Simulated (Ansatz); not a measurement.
# FGeH2S with multiplicity 2: two geometries relaxed

Aim: relax the geometries before and after the shift of H4 from Ge2 to S3, and see whether they are two minima and how far apart in energy. SMILES of the start: [F][GeH][SH].

Program: Ansatz 0.2.0. Level of theory: UKS CAM-B3LYP-D4/def2-SVP. These are calculated values, not measurements.

**1. The system as given**

Bond lengths: F1–Ge2 1.736 Å, Ge2–S3 2.193 Å, Ge2–H4 1.530 Å, S3–H5 1.391 Å. Angles: F1–Ge2–S3 108.4°, F1–Ge2–H4 113.3°, S3–Ge2–H4 106.2°, Ge2–S3–H5 93.6°.

As a file:

```xyz
5

F    -1.2954   -0.4784    1.2903
Ge   -0.5100   -0.7231   -0.2389
S     1.6034   -0.1787   -0.0268
H    -1.0686    0.1608   -1.3552
H     1.3206    1.1458    0.2892
```

**2. Relaxing end A**

File input.yaml:

```yaml
crystal:
  periodic: [false, false, false]
  atoms:
    - { symbol: F, position_ang: [-1.2954, -0.4784, 1.2903] }
    - { symbol: Ge, position_ang: [-0.51, -0.7231, -0.2389] }
    - { symbol: S, position_ang: [1.6034, -0.1787, -0.0268] }
    - { symbol: H, position_ang: [-1.0686, 0.1608, -1.3552] }
    - { symbol: H, position_ang: [1.3206, 1.1458, 0.2892] }
magnetization:
  spin_polarized: true
  initial_magnetization: 1
basis:
  gaussian: { orbitals: def2-SVP }
hamiltonian:
  xc: cam_b3lyp
  dispersion: d4
relax:
  f_tol: 0.02
  max_steps: 50
```

Command:

```console
$ ansatz run input.yaml --threads 2 --pin off --max-ram 3072MiB --backend cpu --events-out ev --progress --plain --runs-dir out
```

Standard output (excerpt; [...] marks lines left out):

```text
Warning: RAYON_NUM_THREADS=2 ignored (pool sized by the plan → 2); use --threads N
[...]
Functional definition: CAM-B3LYP
[...]
758 factors; integrals over basis functions are off by at most 2.9e-4 eV
218 factors; integrals over basis functions are off by at most 1.5e-6 eV
[...]
mean field -70093.46195338 eV, -2575.8872157318 hartree, gradient 6.7e-5 eV, S^2 0.752031; 0 other end points of the search recorded, 0 dependent functions left out
[...]
reference -70093.46204967 eV, -2575.8872192702 hartree; 30, 29 occupied and 44, 45 virtual orbitals, 758 factors
relax step   1: F+E_penalty+E_count = -70093.54622404 eV  Δ(F+E_penalty+E_count) = +0.000e0 eV  max|allowed force component| = 9.461e-1 eV/Å  Δτ_max = 0.0000 Å  (30 SCF iters, accepted)
[...]
relax step   4: F+E_penalty+E_count = -70093.64589330 eV  Δ(F+E_penalty+E_count) = -4.138e-3 eV  max|allowed force component| = 7.245e-2 eV/Å  Δτ_max = 0.0279 Å  (32 SCF iters, accepted)
[...]
relax step   7: F+E_penalty+E_count = -70093.66099752 eV  Δ(F+E_penalty+E_count) = -1.104e-2 eV  max|allowed force component| = 8.730e-2 eV/Å  Δτ_max = 0.0964 Å  (34 SCF iters, accepted)
[...]
relax step  10: F+E_penalty+E_count = -70093.68484018 eV  Δ(F+E_penalty+E_count) = +9.200e-3 eV  max|allowed force component| = 9.947e-1 eV/Å  Δτ_max = 0.1979 Å  (34 SCF iters, rejected (line search))
[...]
relax step  12: F+E_penalty+E_count = -70093.71800726 eV  Δ(F+E_penalty+E_count) = -1.098e-2 eV  max|allowed force component| = 1.630e-1 eV/Å  Δτ_max = 0.1000 Å  (34 SCF iters, accepted)
[...]
relax step  13: F+E_penalty+E_count = -70093.71306229 eV  Δ(F+E_penalty+E_count) = +4.945e-3 eV  max|allowed force component| = 8.629e-1 eV/Å  Δτ_max = 0.1473 Å  (34 SCF iters, rejected (line search))
[...]
758 factors; integrals over basis functions are off by at most 2.5e-4 eV
218 factors; integrals over basis functions are off by at most 1.4e-6 eV
```

**3. The output, continued: end point A relaxed**

The log, continued (excerpt; [...] marks lines left out):

```text
mean field -70093.64279507 eV, -2575.8938615413 hartree, gradient 1.2e-5 eV, S^2 0.754813; 0 other end points of the search recorded, 0 dependent functions left out
[...]
reference -70093.64289089 eV, -2575.8938650625 hartree; 30, 29 occupied and 44, 45 virtual orbitals, 758 factors
relax step  14: F+E_penalty+E_count = -70093.72675810 eV  Δ(F+E_penalty+E_count) = -8.751e-3 eV  max|allowed force component| = 9.503e-2 eV/Å  Δτ_max = 0.0737 Å  (34 SCF iters, accepted)
[...]
relax step  16: F+E_penalty+E_count = -70093.73451067 eV  Δ(F+E_penalty+E_count) = -2.646e-3 eV  max|allowed force component| = 4.574e-1 eV/Å  Δτ_max = 0.1105 Å  (33 SCF iters, accepted)
[...]
relax step  18: F+E_penalty+E_count = -70093.74705177 eV  Δ(F+E_penalty+E_count) = -6.307e-3 eV  max|allowed force component| = 1.807e-1 eV/Å  Δτ_max = 0.1720 Å  (33 SCF iters, accepted)
[...]
758 factors; integrals over basis functions are off by at most 7.2e-4 eV
218 factors; integrals over basis functions are off by at most 1.8e-6 eV
mean field -70093.67137319 eV, -2575.8949117679 hartree, gradient 1.3e-5 eV, S^2 0.754056; 1 other end points of the search recorded, 0 dependent functions left out
[...]
reference -70093.67147114 eV, -2575.8949153674 hartree; 30, 29 occupied and 44, 45 virtual orbitals, 758 factors
Total energy: -70093.75480488 eV, -2575.8979778259 hartree
Atom 0 at    -1.414804     0.063637     1.099883 Å, force     0.003894    -0.001161     0.000225 eV/Å
Atom 1 at    -0.463623    -0.638317    -0.185521 Å, force    -0.003567     0.001682     0.004905 eV/Å
Atom 2 at     1.425643     0.522695    -0.378029 Å, force    -0.006041    -0.001193    -0.003170 eV/Å
Atom 3 at    -1.264818    -0.401620    -1.497335 Å, force     0.003955     0.000628    -0.004452 eV/Å
Atom 4 at     1.767602     0.380004     0.919601 Å, force     0.001759     0.000043     0.002492 eV/Å
Dipole moment:     0.163953    -0.233921    -0.101138 e Å
```

Wall time 54 s (2 threads of AMD EPYC 7B13 (Zen 3), shared host); peak memory 0.25 GiB.

The steps of the relaxation:

| step | energy from step 1 (eV) | largest force component (eV/Å) |
| --- | --- | --- |
| 1 | 0.0000 | 0.9461 |
| 2 | -0.0926 | 0.3965 |
| 3 | -0.0955 | 0.1837 |
| 4 | -0.0997 | 0.0725 |
| 5 | -0.1037 | 0.0955 |
| 6x | -0.1008 | 0.8394 |
| 7 | -0.1148 | 0.0873 |
| 8 | -0.1234 | 0.3896 |
| 9 | -0.1478 | 0.1522 |
| 10x | -0.1386 | 0.9947 |
| 11 | -0.1608 | 0.1557 |
| 12 | -0.1718 | 0.1630 |
| 13x | -0.1668 | 0.8629 |
| 14 | -0.1805 | 0.0950 |
| 15 | -0.1856 | 0.2213 |
| 16 | -0.1883 | 0.4574 |
| 17 | -0.1945 | 0.1248 |
| 18 | -0.2008 | 0.1807 |
| 19 | -0.2062 | 0.2212 |
| 20x | -0.1548 | 1.2707 |
| 21 | -0.2076 | 0.1325 |
| 22 | -0.2084 | 0.0240 |
| 23 | -0.2085 | 0.0060 |

Step 1 is the start. 4 steps were tried and not accepted (marked x).

After: Bond lengths: F1–Ge2 1.746 Å, Ge2–S3 2.226 Å, Ge2–H4 1.555 Å, S3–H5 1.349 Å. Angles: F1–Ge2–S3 108.4°, F1–Ge2–H4 106.2°, S3–Ge2–H4 106.6°, Ge2–S3–H5 94.4°.

**4. Relaxing end B**

The second end starts from a geometry with the move made by hand.

input.yaml: that of step 2 with these lines changed.

```diff
@@ -6,3 +6,3 @@
     - { symbol: S, position_ang: [1.6034, -0.1787, -0.0268] }
-    - { symbol: H, position_ang: [-1.0686, 0.1608, -1.3552] }
+    - { symbol: H, position_ang: [2.41881, -1.09444, -0.65999] }
     - { symbol: H, position_ang: [1.3206, 1.1458, 0.2892] }
```

Command:

```console
$ ansatz run input.yaml --threads 2 --pin off --max-ram 3072MiB --backend cpu --events-out ev --progress --plain --runs-dir out
```

Standard output (excerpt; [...] marks lines left out):

```text
Warning: RAYON_NUM_THREADS=2 ignored (pool sized by the plan → 2); use --threads N
[...]
[... 1 set-up line as earlier in the session ...]
[...]
758 factors; integrals over basis functions are off by at most 2.9e-4 eV
218 factors; integrals over basis functions are off by at most 1.7e-6 eV
[...]
mean field -70090.74852784 eV, -2575.7874991824 hartree, gradient 1.4e-5 eV, S^2 0.758707; 4 other end points of the search recorded, 0 dependent functions left out
[...]
reference -70090.74863569 eV, -2575.7875031460 hartree; 30, 29 occupied and 44, 45 virtual orbitals, 758 factors
relax step   1: F+E_penalty+E_count = -70090.83622998 eV  Δ(F+E_penalty+E_count) = +0.000e0 eV  max|allowed force component| = 2.485e0 eV/Å  Δτ_max = 0.0000 Å  (75 SCF iters, accepted)
[...]
relax step   9: F+E_penalty+E_count = -70091.89731760 eV  Δ(F+E_penalty+E_count) = -4.915e-3 eV  max|allowed force component| = 2.232e-1 eV/Å  Δτ_max = 0.0204 Å  (34 SCF iters, accepted)
[...]
relax step  17: F+E_penalty+E_count = -70092.18148033 eV  Δ(F+E_penalty+E_count) = -7.044e-3 eV  max|allowed force component| = 1.359e-1 eV/Å  Δτ_max = 0.0704 Å  (35 SCF iters, accepted)
[...]
relax step  25: F+E_penalty+E_count = -70092.19248537 eV  Δ(F+E_penalty+E_count) = -3.284e-3 eV  max|allowed force component| = 1.238e-2 eV/Å  Δτ_max = 0.0538 Å  (33 SCF iters, accepted)
[...]
relax step  32: F+E_penalty+E_count = -70092.67955262 eV  Δ(F+E_penalty+E_count) = -3.280e-1 eV  max|allowed force component| = 1.171e0 eV/Å  Δτ_max = 0.1923 Å  (41 SCF iters, accepted)
relax step  33: F+E_penalty+E_count = -70093.21030366 eV  Δ(F+E_penalty+E_count) = -5.308e-1 eV  max|allowed force component| = 1.343e0 eV/Å  Δτ_max = 0.1947 Å  (37 SCF iters, accepted)
```

**5. The log goes on: end point B relaxed**

Output, continued (excerpt; [...] marks lines left out):

```text
relax step  34: F+E_penalty+E_count = -70093.60327245 eV  Δ(F+E_penalty+E_count) = -3.930e-1 eV  max|allowed force component| = 8.325e-1 eV/Å  Δτ_max = 0.1973 Å  (36 SCF iters, accepted)
[...]
relax step  37: F+E_penalty+E_count = -70093.73231394 eV  Δ(F+E_penalty+E_count) = -2.012e-2 eV  max|allowed force component| = 1.271e-1 eV/Å  Δτ_max = 0.0967 Å  (34 SCF iters, accepted)
[...]
relax step  40: F+E_penalty+E_count = -70093.74254733 eV  Δ(F+E_penalty+E_count) = -4.021e-3 eV  max|allowed force component| = 2.434e-1 eV/Å  Δτ_max = 0.0398 Å  (30 SCF iters, accepted)
[...]
relax step  43: F+E_penalty+E_count = -70093.74742302 eV  Δ(F+E_penalty+E_count) = +4.581e-3 eV  max|allowed force component| = 3.895e-1 eV/Å  Δτ_max = 0.0804 Å  (33 SCF iters, rejected (line search))
[...]
758 factors; integrals over basis functions are off by at most 1.1e-3 eV
218 factors; integrals over basis functions are off by at most 1.6e-6 eV
mean field -70093.67131853 eV, -2575.8949097590 hartree, gradient 6.6e-5 eV, S^2 0.754089; 1 other end points of the search recorded, 0 dependent functions left out
[...]
reference -70093.67141638 eV, -2575.8949133551 hartree; 30, 29 occupied and 44, 45 virtual orbitals, 758 factors
Total energy: -70093.75478251 eV, -2575.8979770039 hartree
Atom 0 at    -0.975393    -0.430339    -0.493787 Å, force    -0.008432    -0.001054    -0.005296 eV/Å
Atom 1 at     0.551951    -1.055404     0.076105 Å, force     0.010724     0.010727     0.008216 eV/Å
Atom 2 at     1.819288     0.665183     0.700470 Å, force    -0.002952    -0.004777    -0.000642 eV/Å
Atom 3 at     1.252986    -1.693431    -1.157150 Å, force    -0.000713    -0.001990    -0.001866 eV/Å
Atom 4 at     0.888577     1.185151     1.528172 Å, force     0.001373    -0.002906    -0.000411 eV/Å
Dipole moment:     0.149994    -0.155678     0.207147 e Å
```

It took 2 min on 2 threads of AMD EPYC 7B13 (Zen 3), shared host; peak memory 0.26 GiB.

The steps of the relaxation, one in 2:

| step | energy from step 1 (eV) | largest force component (eV/Å) |
| --- | --- | --- |
| 1 | 0.0000 | 2.4849 |
| 3 | -0.7941 | 1.3569 |
| 5 | -0.9853 | 0.7167 |
| 7 | -1.0492 | 0.1773 |
| 9 | -1.0611 | 0.2232 |
| 11 | -1.1200 | 0.6932 |
| 13 | -1.2656 | 0.5719 |
| 15 | -1.3354 | 0.3529 |
| 17 | -1.3452 | 0.1359 |
| 19 | -1.3478 | 0.0149 |
| 21 | -1.3490 | 0.0690 |
| 23 | -1.3514 | 0.1170 |
| 25 | -1.3563 | 0.0124 |
| 27 | -1.3593 | 0.1782 |
| 29 | -1.3689 | 0.3436 |
| 31 | -1.5153 | 0.4713 |
| 33 | -2.3741 | 1.3425 |
| 35x | -2.5312 | 4.0239 |
| 37 | -2.8961 | 0.1271 |
| 39 | -2.9023 | 0.2944 |
| 41 | -2.9156 | 0.0766 |
| 43x | -2.9112 | 0.3895 |
| 45x | -2.9136 | 0.1288 |
| 46 | -2.9185 | 0.0107 |

Step 1 is the start. 3 steps were tried and not accepted (marked x).

After: Bond lengths: F1–Ge2 1.746 Å, Ge2–S3 2.226 Å, Ge2–H4 1.555 Å, S3–H5 1.350 Å. Angles: F1–Ge2–S3 108.2°, F1–Ge2–H4 106.4°, S3–Ge2–H4 106.4°, Ge2–S3–H5 94.4°.

Pairs that crossed the distance rule for bonds on the way: came closer Ge2–H4; moved apart S3–H4.

**6. What came out**

```
                           quantity                     value
                              end A  18 moves, 0.208 eV lower
                              end B  42 moves, 2.918 eV lower
largest difference between the ends                    0.01 Å
            end B relative to end A                 +0.000 eV
```

What this shows: Both starts fell into the same minimum (no atom differs by more than 0.01 Å), so from this start no second minimum was found and no band was run; another arrangement could still be one.
